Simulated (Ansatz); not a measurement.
# Al4Sn3: the cost of one run

Program: Ansatz 0.2.0. Level of theory: DFT PBE, scalar-relativistic, plane waves, PAW, unless a step names another level. These are calculated values, not measurements.

3 further runs of the same task are left out: 2 that didn't finish, 1 set aside as unsound or not needed.

### 1 The starting structure

It takes space group R-3m (No. 166, trigonal). The conventional cell has a = 3.236 Å, b = 3.236 Å, c = 51.333 Å, α = 90.00°, β = 90.00°, γ = 120.00°. Al (site symmetry 3m) has 3 Al at 2.79 Å and 3 Sn at 3.06 Å as nearest neighbours. Around Al (site symmetry 3m) lie 6 Al at 2.79 Å. Sn (site symmetry -3m) is surrounded by 12 Sn at 3.24 to 3.56 Å. Sn (site symmetry 3m) is surrounded by 3 Al at 3.06 Å and 6 Sn at 3.24 Å.

As a file:

```
Al Sn
1.0
     1.61823    0.93429   17.11095
    -1.61823    0.93429   17.11095
     0.00000   -1.86858   17.11095
Al Sn
4 3
Direct
  0.43952 0.43952 0.43952
  0.14653 0.14653 0.14653
  0.85347 0.85347 0.85347
  0.56048 0.56048 0.56048
  0.00000 0.00000 0.00000
  0.72558 0.72558 0.72558
  0.27442 0.27442 0.27442
```

It came out lowest among 22 distinct ends of the trial cells. At a tolerance of 0.05 Å it has space group R-3m (No. 166).

### 2 Tight relaxation for the response runs, on the response runs' mesh and smearing

Contents of input.yaml:

```yaml
crystal:
  lattice:
    - [1.6182343472, 0.9342880359, 17.1109535578]
    - [-1.6182343472, 0.9342880359, 17.1109535578]
    - [0.0, -1.8685760719, 17.1109535578]
  atoms:
    - { symbol: Al, position: [0.4395210299, 0.4395210299, 0.4395210299] }
    - { symbol: Al, position: [0.1465322681, 0.1465322681, 0.1465322681] }
    - { symbol: Al, position: [0.8534677319, 0.8534677319, 0.8534677319] }
    - { symbol: Al, position: [0.5604789701, 0.5604789701, 0.5604789701] }
    - { symbol: Sn, position: [0.0, 0.0, 0.0] }
    - { symbol: Sn, position: [0.7255840509, 0.7255840509, 0.7255840509] }
    - { symbol: Sn, position: [0.2744159491, 0.2744159491, 0.2744159491] }
basis:
  ecutwfc: 420
kpoints:
  mp_grid: { grid: [12, 12, 12] }
hamiltonian:
  xc: pbe
scf:
  occupations: { method: gaussian, width: 0.1 }
output:
  forces: true
  stress: true
  eigenvalues: true
relax:
  adjacent_minimum: "off"
  f_tol: 0.001
  max_steps: 60
  cell: { stress_tol: 0.01 }
```

Launch:

```
ansatz run input.yaml --threads 3 --pin off --max-ram 7680MiB --backend cpu --events-out ev --progress --plain --runs-dir out
```

**Question.** How long does this run take on 3 threads of Arm Neoverse V2, shared host, and how much memory does it need?

About 72 s, with a peak of 0.98 GiB.
